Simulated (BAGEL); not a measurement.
**CH3FGeO (SMILES O=[CH][GeH2][F]): RI-MP2/def2-SVP (density fitting with qzvpp-jkfit)**

What is the energy change on altering one bond length of CH3FGeO at RI-MP2/def2-SVP (density fitting with qzvpp-jkfit)? 

Program for the calculation: BAGEL 1.2.2.

1 further run of the same task is left out (it didn't finish).

## (1) The molecule

CH3FGeO has 7 atoms, charge 0, and is taken as a singlet. As SMILES, `O=[CH][GeH2][F]`. Geometry: a GFN2-xTB relaxation, a rough one for these elements and not checked as a minimum. This is one conformer, not always the lowest.

Bond lengths: O1–C2 1.192 Å, C2–Ge3 2.021 Å, Ge3–F4 1.754 Å, C2–H5 1.111 Å, Ge3–H6 1.509 Å, Ge3–H7 1.507 Å. Angles: O1–C2–Ge3 125.4°, C2–Ge3–F4 100.1°, O1–C2–H5 121.4°, Ge3–C2–H5 113.1°, C2–Ge3–H6 117.9°, C2–Ge3–H7 118.6°, F4–Ge3–H6 100.7°, F4–Ge3–H7 103.3°, H6–Ge3–H7 112.2°.

## (2) A single-point energy at RI-MP2/def2-SVP (density fitting with qzvpp-jkfit)

input.json reads:

```json
{ "bagel" : [

{
  "title" : "molecule",
  "basis" : "svp",
  "df_basis" : "qzvpp-jkfit",
  "angstrom" : "true",
  "geometry" : [
    { "atom" : "O", "xyz" : [      -1.110160,       1.823780,      -0.586570 ] },
    { "atom" : "C", "xyz" : [      -0.467430,       0.841770,      -0.794110 ] },
    { "atom" : "Ge", "xyz" : [       0.322220,      -0.363080,       0.623160 ] },
    { "atom" : "F", "xyz" : [       0.139830,      -1.920750,      -0.162650 ] },
    { "atom" : "H", "xyz" : [      -0.275510,       0.483530,      -1.827630 ] },
    { "atom" : "H", "xyz" : [       1.817080,      -0.327390,       0.828400 ] },
    { "atom" : "H", "xyz" : [      -0.426030,      -0.537870,       1.919390 ] }
  ]
},

{ "title" : "hf" },

{ "title" : "mp2", "ncore" : 12 }

]}
```

The run is started by

```
$ BAGEL_NUM_THREADS=1 BAGEL input.json > input.out
```

Log:

```text
* using 1 threads per process

  ===============================================================
  ===============================================================

  *** Geometry ***

  { "atom" : "O", "xyz" : [     -2.097898,      3.446445,     -1.108457 ] },
  { "atom" : "C", "xyz" : [     -0.883315,      1.590715,     -1.500650 ] },
  { "atom" : "Ge", "xyz" : [      0.608908,     -0.686122,      1.177602 ] },
  { "atom" : "F", "xyz" : [      0.264240,     -3.629691,     -0.307364 ] },
  { "atom" : "H", "xyz" : [     -0.520638,      0.913739,     -3.453720 ] },
  { "atom" : "H", "xyz" : [      3.433784,     -0.618677,      1.565449 ] },
  { "atom" : "H", "xyz" : [     -0.805080,     -1.016427,      3.627121 ] },

  Number of auxiliary basis functions:      549

  Since a DF basis is specified, we compute 2- and 3-index integrals:
    o Being stored without compression. Storage requirement is 0.035 GB

  Number of basis functions:       89
  Number of electrons      :       58

    * METHOD: MOLECULE                             0.32

  *** RHF ***

  === Nuclear Repulsion ===
   268.9859057027

      * DIIS with orbital gradients will be used.

  === RHF iteration (svp) ===
      0      -2288.58929310          0.01973871           0.13
      1      -2288.71182359          0.01576716           0.13
      2      -2288.84342547          0.00150889           0.13
      3      -2288.84543418          0.00076718           0.13
      4      -2288.84586030          0.00022201           0.13
      5      -2288.84594263          0.00010152           0.12
      6      -2288.84595872          0.00004541           0.13
      7      -2288.84596184          0.00000783           0.13
      8      -2288.84596193          0.00000401           0.13
      9      -2288.84596195          0.00000213           0.13
     10      -2288.84596196          0.00000118           0.13
     11      -2288.84596197          0.00000078           0.13
     12      -2288.84596197          0.00000025           0.12
     13      -2288.84596197          0.00000011           0.13
     14      -2288.84596197          0.00000005           0.12
     15      -2288.84596197          0.00000002           0.13
     16      -2288.84596197          0.00000001           0.12
    * SCF iteration converged.

    * Permanent dipole moment:
           (   -0.605756,    -0.224918,    -0.325543) a.u.

    * METHOD: HF                                   2.43

  *** RHF ***

  === Nuclear Repulsion ===
   268.9859057027

      * DIIS with orbital gradients will be used.

  === RHF iteration (svp) ===
      0      -2288.84596197          0.00000000           0.12
    * SCF iteration converged.

    * Permanent dipole moment:
           (   -0.605756,    -0.224918,    -0.325543) a.u.

  === DF-MP2 calculation ===

    * freezing 12 orbitals
    * 3-index integral transformation done
    * assembly done

      MP2 correlation energy:   -0.7216497281      0.08

      MP2 total energy:       -2289.5676116996

    * METHOD: MP2                                  0.35

  ===============================================================
```

Wall time 3.3 s (1 thread of Arm Neoverse V2, shared host); peak memory 0.14 GiB.

## (3) The distorted shape, same level

calc.json reads:

```json
{ "bagel" : [

{
  "title" : "molecule",
  "basis" : "svp",
  "df_basis" : "qzvpp-jkfit",
  "angstrom" : true,
  "geometry" : [
    { "atom" : "O", "xyz" : [      -2.306097,       1.795227,      -0.750769 ] },
    { "atom" : "C", "xyz" : [      -1.663367,       0.813217,      -0.958309 ] },
    { "atom" : "Ge", "xyz" : [      -0.873717,      -0.391633,       0.458961 ] },
    { "atom" : "F", "xyz" : [      -1.056107,      -1.949303,      -0.326849 ] },
    { "atom" : "H", "xyz" : [      -1.471447,       0.454977,      -1.991829 ] },
    { "atom" : "H", "xyz" : [       1.817080,      -0.327390,       0.828400 ] },
    { "atom" : "H", "xyz" : [      -1.621967,      -0.566423,       1.755191 ] }
  ]
},

{ "title" : "hf" },

{ "title" : "mp2", "ncore" : 12 }

]}
```

The run is started by

```
$ BAGEL_NUM_THREADS=1 BAGEL calc.json > calc.out
```

Log:

```text
* using 1 threads per process

  ===============================================================
  ===============================================================

  *** Geometry ***

  { "atom" : "O", "xyz" : [     -4.357892,      3.392487,     -1.418748 ] },
  { "atom" : "C", "xyz" : [     -3.143308,      1.536757,     -1.810942 ] },
  { "atom" : "Ge", "xyz" : [     -1.651086,     -0.740079,      0.867311 ] },
  { "atom" : "F", "xyz" : [     -1.995753,     -3.683649,     -0.617655 ] },
  { "atom" : "H", "xyz" : [     -2.780632,      0.859782,     -3.764011 ] },
  { "atom" : "H", "xyz" : [      3.433784,     -0.618677,      1.565449 ] },
  { "atom" : "H", "xyz" : [     -3.065073,     -1.070384,      3.316830 ] },

  Number of auxiliary basis functions:      549

  Since a DF basis is specified, we compute 2- and 3-index integrals:
    o Being stored without compression. Storage requirement is 0.035 GB

  Number of basis functions:       89
  Number of electrons      :       58

    * METHOD: MOLECULE                             0.31

  *** RHF ***

  === Nuclear Repulsion ===
   262.8858793198

      * DIIS with orbital gradients will be used.

  === RHF iteration (svp) ===
      0      -2288.44409251          0.01983680           0.13
      1      -2288.55723883          0.01671244           0.13
      2      -2288.70624991          0.00160532           0.13
      3      -2288.70895310          0.00085587           0.12
      4      -2288.70956810          0.00026167           0.13
      5      -2288.70969611          0.00011472           0.13
      6      -2288.70971926          0.00005370           0.12
      7      -2288.70972361          0.00001038           0.12
      8      -2288.70972373          0.00000511           0.13
      9      -2288.70972375          0.00000173           0.12
     10      -2288.70972376          0.00000084           0.12
     11      -2288.70972376          0.00000044           0.12
     12      -2288.70972376          0.00000023           0.13
     13      -2288.70972376          0.00000015           0.12
     14      -2288.70972376          0.00000007           0.12
     15      -2288.70972376          0.00000003           0.12
     16      -2288.70972376          0.00000001           0.13
     17      -2288.70972376          0.00000001           0.12
    * SCF iteration converged.

    * Permanent dipole moment:
           (    0.276689,    -0.208486,    -0.126047) a.u.

    * METHOD: HF                                   2.54

  *** RHF ***

  === Nuclear Repulsion ===
   262.8858793198

      * DIIS with orbital gradients will be used.

  === RHF iteration (svp) ===
      0      -2288.70972376          0.00000000           0.12
    * SCF iteration converged.

    * Permanent dipole moment:
           (    0.276689,    -0.208486,    -0.126047) a.u.

  === DF-MP2 calculation ===

    * freezing 12 orbitals
    * 3-index integral transformation done
    * assembly done

      MP2 correlation energy:   -0.7358169796      0.08

      MP2 total energy:       -2289.4455407395

    * METHOD: MP2                                  0.35

  ===============================================================
```

Run time: 3.6 s. Hardware: 1 thread of Arm Neoverse V2, shared host; peak memory 0.14 GiB.

## (4) Summary of results

At RI-MP2/def2-SVP (density fitting with qzvpp-jkfit), 12 core orbitals frozen:

```
                                                          quantity           value
                                         first shape: total energy  -2289.56761 Eh
         first shape: correlation energy (12 core orbitals frozen)      -721.6 mEh
                                     distorted shape: total energy  -2289.44554 Eh
     distorted shape: correlation energy (12 core orbitals frozen)      -735.8 mEh
energy change with the Ge3–H6 bond stretched from 1.509 to 2.717 Å        3.322 eV
```

**Reading.** One bond (distorted shape) is far stretched, which a spin-restricted single reference describes badly; perturbation theory on it can break down and give far too much correlation. With the Ge3–H6 bond stretched from 1.509 to 2.717 Å the energy rises by 3.32 eV (320 kJ/mol). The first shape isn't relaxed at this level, so the change isn't measured from a minimum. A restricted reference can't describe the breaking bond well at this length.
